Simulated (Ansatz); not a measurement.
# NbRu: response to strain

NbRu is deformed so: equal xx and yy strain of +1 %. What stress and forces result, by LAPW, PAW and all-electron datasets made for the crystal?

Method: DFT PBEsol, scalar-relativistic, in Ansatz 0.2.0.

## Step 1: The system as given

Symmetry: Pm-3m, No. 221, cubic system. The conventional cell has a = 3.184 Å, b = 3.184 Å, c = 3.184 Å, α = 90.00°, β = 90.00°, γ = 90.00°. Nb (site symmetry m-3m) is surrounded by 8 Ru at 2.76 Å. Ru (site symmetry m-3m) is surrounded by 8 Nb at 2.76 Å.

Coordinates:

```
Nb Ru
1.0
     3.18400    0.00000    0.00000
     0.00000    3.18400    0.00000
     0.00000    0.00000    3.18400
Nb Ru
1 1
Cartesian
  0.0000 0.0000 0.0000
  1.5920 1.5920 1.5920
```

Atoms are numbered in the order of the input: Nb1, Ru2.

## Step 2: The deformed structure

Space group Pm-3m before, P4/mmm after.

## Step 3: All-electron LAPW

input.yaml reads:

```yaml
crystal:
  lattice:
    - [3.21584, 0.0, 0.0]
    - [0.0, 3.21584, 0.0]
    - [0.0, 0.0, 3.184]
  atoms:
    - { symbol: Nb, position: [0.0, 0.0, 0.0] }
    - { symbol: Ru, position: [0.5, 0.5, 0.5] }
kpoints:
  mp_grid: { grid: [11, 11, 11] }
  band_path:
    path:
      - [0.0, 0.0, 0.0]
      - [0.0, 0.5, 0.0]
      - [0.5, 0.5, 0.0]
      - [0.0, 0.0, 0.0]
      - [0.0, 0.0, 0.5]
      - [0.0, 0.5, 0.5]
      - [0.5, 0.5, 0.5]
      - [0.0, 0.0, 0.5]
      - [0.0, 0.5, 0.0]
    npoints: 5
scf:
  occupations: { method: fermi_dirac, width: 0.03 }
hamiltonian:
  xc: pbesol
  pseudopotentials: { kind: all_electron, lapw: { basis_error: 0.00025 } }
output:
  forces: true
  stress: true
  eigenvalues: true
```

Launch:

```bash
$ ansatz run input.yaml --threads 1 --pin off --max-ram 3072MiB --backend cpu --events-out ev --progress --plain --runs-dir out
```

## Step 4: PAW on the default files

input.yaml reads:

```yaml
crystal:
  lattice:
    - [3.21584, 0.0, 0.0]
    - [0.0, 3.21584, 0.0]
    - [0.0, 0.0, 3.184]
  atoms:
    - { symbol: Nb, position: [0.0, 0.0, 0.0] }
    - { symbol: Ru, position: [0.5, 0.5, 0.5] }
kpoints:
  mp_grid: { grid: [11, 11, 11] }
scf:
  occupations: { method: fermi_dirac, width: 0.03 }
hamiltonian:
  xc: pbesol
  pseudopotentials: { kind: paw }
output:
  forces: true
  stress: true
  eigenvalues: true
  efg: { contact_densities: true }
```

## Step 5: All-electron PAW on datasets made for the crystal

input.yaml: that of step 4 with these lines changed.

```diff
@@ -14,3 +14,3 @@
   xc: pbesol
-  pseudopotentials: { kind: paw }
+  pseudopotentials: { kind: all_electron, datasets: crystal }
 output:
```

(Steps that only read results are left out.)

Q: Predict the outcome of this session. Wanted: pressure; largest shear or deviatoric stress.

As calculated:

| quantity | value |
| --- | --- |
| pressure | LAPW -13.94, PAW -13.91, crystal datasets -13.94 GPa |
| largest shear or deviatoric stress (LAPW) | 0.14 GPa |

In words: The largest part of the stress beyond the pressure is 0.14 GPa in size, in the zz component; the atoms are carried along and not relaxed. No run of the undeformed cell stands beside it, so the pressure holds what the given cell had before the change. PAW: stress within 0.02 GPa of LAPW. Crystal datasets: stress within 0.01 GPa of LAPW.
